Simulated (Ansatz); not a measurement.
# CH₄ClGa (built from SMILES [CH3][GaH][Cl]): a reaction path by the nudged elastic band

Aim: the minimum-energy path between two given structures and its highest point. Both ends were relaxed at PBE0-D4 in triple zeta.

The runs use Ansatz 0.2.0, Gaussian basis; PBE0-D4/def2-SVP.

17 further runs of the same task are left out: 1 that didn't finish, 16 set aside as unsound or not needed.

## (1) The starting structure

The first end: 7 atoms, charge 0, spin multiplicity 1.

Atoms are counted from 1 here; the program's logs count them from 0.

Bond lengths: Ga1–Cl2 2.161 Å, Ga1–H3 1.560 Å, Ga1–C4 1.952 Å, C4–H5 1.090 Å, C4–H6 1.092 Å, C4–H7 1.092 Å. Angles: Cl2–Ga1–H3 113.8°, Cl2–Ga1–C4 114.8°, H3–Ga1–C4 131.4°, Ga1–C4–H5 112.2°, Ga1–C4–H6 109.4°, Ga1–C4–H7 109.4°, H5–C4–H6 109.1°, H5–C4–H7 109.2°, H6–C4–H7 107.4°.

As a file:

```xyz
7
charge 0, multiplicity 1
Ga   -0.2359   -0.8137   -0.5465
Cl    1.5160   -1.3875   -1.6743
H    -1.4717   -1.7331   -0.7919
C    -0.0008    0.7537    0.5922
H    -0.9061    0.9985    1.1482
H     0.2838    1.6100   -0.0235
H     0.8146    0.5721    1.2958
```

The second end:

```
atom     x (Å)     y (Å)     z (Å)
 Ga1   0.02833  -0.33378  -0.27474
 Cl2   0.28816  -3.22395  -2.66067
  H3   0.19708  -2.21419  -1.82664
  C4  -0.10837   1.21547   1.00290
  H5  -1.11571   1.28852   1.42770
  H6   0.11223   2.16284   0.49857
  H7   0.59828   1.10519   1.83297
```

## (2) The band at PBE0-D4/def2-SVP

Contents of neb/in.yaml:

```yaml
crystal:
  periodic: [false, false, false]
  atoms:
    - {symbol: Ga, position_ang: [-0.235898, -0.813663, -0.546503]}
    - {symbol: Cl, position_ang: [1.516026, -1.387468, -1.674298]}
    - {symbol: H, position_ang: [-1.471681, -1.733119, -0.791920]}
    - {symbol: C, position_ang: [-0.000841, 0.753744, 0.592200]}
    - {symbol: H, position_ang: [-0.906052, 0.998507, 1.148242]}
    - {symbol: H, position_ang: [0.283820, 1.610006, -0.023468]}
    - {symbol: H, position_ang: [0.814626, 0.572093, 1.295848]}
basis:
  gaussian: {orbitals: def2-SVP}
hamiltonian: {xc: pbe0, dispersion: d4}
neb:
  images: 5
  climbing: true
  max_iterations: 40
  initial_path: idpp
  final_atoms:
    - {symbol: Ga, position_ang: [0.028335, -0.333781, -0.274737]}
    - {symbol: Cl, position_ang: [0.288161, -3.223950, -2.660668]}
    - {symbol: H, position_ang: [0.197076, -2.214191, -1.826635]}
    - {symbol: C, position_ang: [-0.108373, 1.215471, 1.002904]}
    - {symbol: H, position_ang: [-1.115709, 1.288520, 1.427699]}
    - {symbol: H, position_ang: [0.112232, 2.162838, 0.498567]}
    - {symbol: H, position_ang: [0.598280, 1.105195, 1.832972]}
```

On the command line:

```sh
$ ansatz run in.yaml --threads 2 --pin off --events-out ev --progress --plain --max-ram 4352MiB
```

The program printed:

```text
Functional definition: PBE0
  name "PBE0"
  cite "Adamo & Barone, J. Chem. Phys. 110, 6158 (1999) doi:10.1063/1.478522"
  cite "Perdew, Burke & Ernzerhof, Phys. Rev. Lett. 77, 3865 (1996) doi:10.1103/PhysRevLett.77.3865"
  parent pbe
  parameter a = 0.25
  parameter kappa = 0.804
  parameter beta = 0.06672455060314922
  exchange = (1 - a)*pbe_x(kappa = kappa, mu = beta*pi^2/3) + a*exact_x
  correlation = pbe_c(beta = beta)
886 factors; integrals over basis functions are off by at most 2.5e-4 eV
mean field evaluation 1: about -65975.6060 eV, gradient 4.7e1 eV
mean field evaluation 2: about -65972.8950 eV, gradient 5.7e1 eV
mean field evaluation 4: about -65980.6238 eV, gradient 1.4e0 eV
mean field evaluation 8: about -65980.6340 eV, gradient 2.9e-2 eV
mean field -65980.63402068 eV, -2424.7435769801 hartree, gradient 2.0e-5 eV, S^2 0.000000; 0 other end points of the search recorded, 0 dependent functions left out
the calculation of the forces begins
reference -65980.63404769 eV, -2424.7435779725 hartree; 29, 29 occupied and 55, 55 virtual orbitals, 886 factors
[... from here to the last solve, the lines of the solves are left out (123 solves) ...]
WARN: NEB end point (image 0): max|allowed force component| = 2.552e-1 eV/Å (the criterion of neb.relax_end_points is 1.000e-2). That is over neb.f_tol: it is no minimum, so the barrier can be far off. Relax it first
WARN: NEB end point (image 6): max|allowed force component| = 2.752e-1 eV/Å (the criterion of neb.relax_end_points is 1.000e-2). That is over neb.f_tol: it is no minimum, so the barrier can be far off. Relax it first
NEB iter   1: max|band force component| = 3.251e0 eV/Å  barrier→ = 3.7604 eV  barrier← = 1.7670 eV  Δτ_max = 0.2000 Å  (179 SCF iters)
NEB iter   2: max|band force component| = 1.531e0 eV/Å  barrier→ = 2.9660 eV  barrier← = 0.9726 eV  Δτ_max = 0.2000 Å  (149 SCF iters)
NEB iter   3: max|band force component| = 1.751e0 eV/Å  barrier→ = 2.8553 eV  barrier← = 0.8619 eV  Δτ_max = 0.0998 Å  (144 SCF iters)
NEB iter   4: max|band force component| = 7.617e-1 eV/Å  barrier→ = 2.6900 eV  barrier← = 0.6966 eV  Δτ_max = 0.1950 Å  (147 SCF iters)
NEB iter   5: max|band force component| = 5.873e-1 eV/Å  barrier→ = 2.6989 eV  barrier← = 0.7056 eV  Δτ_max = 0.2000 Å  (143 SCF iters)
NEB iter   6: max|band force component| = 8.355e-1 eV/Å  barrier→ = 2.5153 eV  barrier← = 0.5219 eV  Δτ_max = 0.0982 Å  (140 SCF iters)
NEB iter   7: max|band force component| = 7.140e-1 eV/Å  barrier→ = 2.3734 eV  barrier← = 0.3801 eV  Δτ_max = 0.1915 Å  (138 SCF iters)
NEB iter   8: max|band force component| = 6.837e-1 eV/Å  barrier→ = 2.2457 eV  barrier← = 0.2523 eV  Δτ_max = 0.1488 Å  (136 SCF iters)
NEB iter   9: max|band force component| = 4.348e-1 eV/Å  barrier→ = 2.3442 eV  barrier← = 0.3509 eV  CI = image 2  Δτ_max = 0.2000 Å  (134 SCF iters)
NEB iter  10: max|band force component| = 2.630e0 eV/Å  barrier→ = 2.3611 eV  barrier← = 0.3678 eV  CI = image 2  Δτ_max = 0.0960 Å  (139 SCF iters)
NEB iter  11: max|band force component| = 4.811e-1 eV/Å  barrier→ = 2.3493 eV  barrier← = 0.3560 eV  CI = image 2  Δτ_max = 0.1417 Å  (139 SCF iters)
NEB iter  12: max|band force component| = 5.146e-1 eV/Å  barrier→ = 2.3384 eV  barrier← = 0.3450 eV  CI = image 2  Δτ_max = 0.0694 Å  (131 SCF iters)
NEB iter  13: max|band force component| = 1.294e-1 eV/Å  barrier→ = 2.3363 eV  barrier← = 0.3429 eV  CI = image 2  Δτ_max = 0.0792 Å  (131 SCF iters)
NEB iter  14: max|band force component| = 8.282e-2 eV/Å  barrier→ = 2.3357 eV  barrier← = 0.3423 eV  CI = image 2  Δτ_max = 0.0468 Å  (131 SCF iters)
NEB iter  15: max|band force component| = 1.488e-1 eV/Å  barrier→ = 2.3356 eV  barrier← = 0.3422 eV  CI = image 2  Δτ_max = 0.0236 Å  (114 SCF iters)
887 factors; integrals over basis functions are off by at most 8.3e-4 eV
mean field -65978.65418439 eV, -2424.6708193383 hartree, gradient 2.9e-6 eV, S^2 0.000000; 0 other end points of the search recorded, 0 dependent functions left out
the calculation of the forces begins
reference -65978.65421108 eV, -2424.6708203191 hartree; 29, 29 occupied and 55, 55 virtual orbitals, 887 factors
NEB iter  16: max|band force component| = 3.921e-2 eV/Å  barrier→ = 2.3356 eV  barrier← = 0.3422 eV  CI = image 2  Δτ_max = 0.0000 Å  (1023 SCF iters)
Total energy: -65978.40580414 eV, -2424.6616915325 hartree
Atom 0 at    -0.876966    -0.673045    -0.187831 Å, force     0.000457     0.000735     0.000768 eV/Å
Atom 1 at     0.942860    -1.739922    -1.731870 Å, force     0.000552    -0.000061    -0.000395 eV/Å
Atom 2 at    -0.624559    -1.927109    -1.270674 Å, force    -0.000439     0.001074     0.000930 eV/Å
Atom 3 at     0.002151     0.867257     0.680352 Å, force    -0.004200     0.000914     0.001932 eV/Å
Atom 4 at    -0.675155     1.394140     1.368480 Å, force     0.000688    -0.002352    -0.002129 eV/Å
Atom 5 at     0.348585     1.567774    -0.096394 Å, force     0.001413     0.000099    -0.000974 eV/Å
Atom 6 at     0.883084     0.511005     1.238038 Å, force     0.001530    -0.000408    -0.000131 eV/Å
Dipole moment:    -0.316664     0.351191     0.398548 e Å
```

It took 2.5 min on 2 threads, shared host.

The last band:

```
image  path (Å)  energy (eV)  Cl2–H3 (Å)  Ga1–Cl2 (Å)  Ga1–H3 (Å)
    0      0.00        0.000        3.13         2.16        1.56
    1      0.79        0.780        2.43         2.24        1.52
    2      1.57        2.336        1.64         2.61        1.68
    3      2.40        2.005        1.31         3.28        2.41
    4      3.22        2.003        1.31         3.53        2.43
    5      4.04        1.997        1.31         3.69        2.44
    6      4.86        1.993        1.31         3.76        2.44
```

The highest image, 2:

```
Ga   -0.87697   -0.67305   -0.18783
Cl    0.94286   -1.73992   -1.73187
H    -0.62456   -1.92711   -1.27067
C     0.00215    0.86726    0.68035
H    -0.67515    1.39414    1.36848
H     0.34858    1.56777   -0.09639
H     0.88308    0.51101    1.23804
```

## (3) Summary of results

| quantity | value |
| --- | --- |
| PBE0-D4/def2-SVP, 16 iterations | highest 2.336 eV (image 2), last end +1.993 eV |
| from earlier runs: barrier over the separately found saddle, CCSD(T)/def2-TZVPP | 2.536 eV |

The highest image lies 2.336 eV above the first end, and it climbed, so it estimates the saddle. The ends are not quite minima at this level (largest force component 0.28 eV/Å), so the heights are unreliable: relaxing the first end would lower it and raise the barrier above it. The highest image is 0.200 eV below the CCSD(T) barrier in triple zeta, which comes from separate runs on the saddle.
